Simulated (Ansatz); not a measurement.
# CH5GaO: the cost of one run

Program: Ansatz 0.2.0. Level of theory: RKS B3LYP-D4/def2-SVP. These are calculated values, not measurements.

## Step 1: Starting point

Bond lengths: Ga1–O2 1.790 Å, O2–H3 1.010 Å, Ga1–H4 1.570 Å, Ga1–C5 1.980 Å, C5–H6 1.110 Å, C5–H7 1.110 Å, C5–H8 1.110 Å. Angles: Ga1–O2–H3 109.5°, O2–Ga1–H4 120.0°, O2–Ga1–C5 120.0°, H4–Ga1–C5 120.0°, Ga1–C5–H6 109.5°, Ga1–C5–H7 109.5°, Ga1–C5–H8 109.5°, H6–C5–H7 109.4°, H6–C5–H8 109.4°, H7–C5–H8 109.4°.

As a file:

```xyz
8

Ga    0.0000    0.0000    0.0000
O     0.0000    0.0000    1.7900
H    -0.9095   -0.2814    2.1271
H     1.3596    0.0000   -0.7850
C    -1.7147    0.0000   -0.9900
H    -2.2748   -0.9305   -0.7608
H    -2.3188    0.8797   -0.6846
H    -1.5130    0.0508   -2.0803
```

## Step 2: Preparing the start

Contents of input.yaml:

```yaml
crystal:
  periodic: [false, false, false]
  atoms:
    - { symbol: Ga, position_ang: [0.0, 0.0, 0.0] }
    - { symbol: O, position_ang: [0.0, 0.0, 1.79] }
    - { symbol: H, position_ang: [-0.9095, -0.2814, 2.1271] }
    - { symbol: H, position_ang: [1.3596, 0.0, -0.785] }
    - { symbol: C, position_ang: [-1.7147, 0.0, -0.99] }
    - { symbol: H, position_ang: [-2.2748, -0.9305, -0.7608] }
    - { symbol: H, position_ang: [-2.3188, 0.8797, -0.6846] }
    - { symbol: H, position_ang: [-1.513, 0.0508, -2.0803] }
basis:
  gaussian: { orbitals: def2-SVP }
hamiltonian:
  xc: b3lyp
  dispersion: d4
relax:
  f_tol: 0.02
  max_steps: 40
```

Command:

```bash
$ ansatz run input.yaml --threads 1 --pin off --max-ram 2048MiB --backend cpu --events-out ev --progress --plain --runs-dir out
```

Q: Estimate wall time and peak memory on 1 thread of Arm Neoverse V1, shared host.

About 27 s, with a peak of 0.17 GiB.
